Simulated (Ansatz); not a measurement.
## GeH4S, SMILES [SH][GeH3]: a nudged elastic band for an internal rotation

Computed with Ansatz 0.2.0 through its Python package.

`neb.py`:
```python
"""Path and barrier for turning a threefold group of GeH4S."""

import ansatz as az
import numpy as np

GEOMETRY = """
S     0.89250   -1.16240    1.05180
Ge   -0.18280    0.50120   -0.08160
H     0.50750   -2.06350    0.03100
H    -1.59660    0.14260   -0.28290
H     0.49950    0.67390   -1.48170
H    -0.07800    1.84420    0.71720
"""


def main() -> None:
    geometry = az.Crystal.molecule()
    for line in GEOMETRY.strip().splitlines():
        symbol, *xyz = line.split()
        geometry = geometry.atom(symbol, [float(v) for v in xyz])

    model = geometry.calculation()
    model = model.basis(gaussian="def2-SVP")
    model = model.functional("pbe")
    symbols = [site.symbol for site in geometry.cartesian_sites]
    start = np.array([site.position_ang for site in geometry.cartesian_sites], dtype=float)
    rep = model.relax(force_tolerance=0.005).run(threads=1).report
    end = np.array(rep["positions_ang"])

    # a third of a turn moves each of the three like atoms to the place of the next
    first, second, third = [3, 4, 5]
    turned = end.copy()
    turned[[first, second, third]] = end[[second, third, first]]
    listed = lambda xyz: [{"symbol": s, "position_ang": p.tolist()} for s, p in zip(symbols, xyz)]
    deck = model.input().to_dict()
    deck["crystal"]["atoms"] = listed(end)
    deck["neb"] = {"final_atoms": listed(turned), "images": 3, "initial_path": "idpp", "f_tol": 0.03, "max_iterations": 40}
    rounds = []
    band = az.Session.from_dict(deck).plan().execute(on_event=lambda e: rounds.append(e["data"]) if e["event"] == "neb_iteration" else None)
    for each in rounds:
        print(f"round {each['iteration']:2d}  largest band force {each['band_force_max_ev_ang']:.4f} eV/A")
    images = rounds[-1]["images"]
    for image in images:
        print(f"s = {image['path_coordinate_ang']:6.3f} A   {(image['lagrangian_ev'] - images[0]['lagrangian_ev']):8.3f} eV")


if __name__ == "__main__":
    main()
```

Output of `python neb.py`:
```text
round  1  largest band force 0.9115 eV/A
round  2  largest band force 0.2530 eV/A
round  3  largest band force 0.0513 eV/A
round  4  largest band force 0.0304 eV/A
round  5  largest band force 0.0189 eV/A
s =  0.000 A      0.000 eV
s =  0.491 A      0.015 eV
s =  0.981 A      0.032 eV
s =  1.474 A      0.015 eV
s =  1.966 A      0.000 eV
```

Notes:
- These settings explore the input space; basis and method may be short of convergence.
- The energies are electronic: no zero-point or thermal terms, and the basis set is short of its limit.
- Hardware and time: 68 s on 1 thread of Arm Neoverse V1 (shared host), peak memory 0.2 GiB.

(Lines on the test bed's own set-up are left out of the output.)
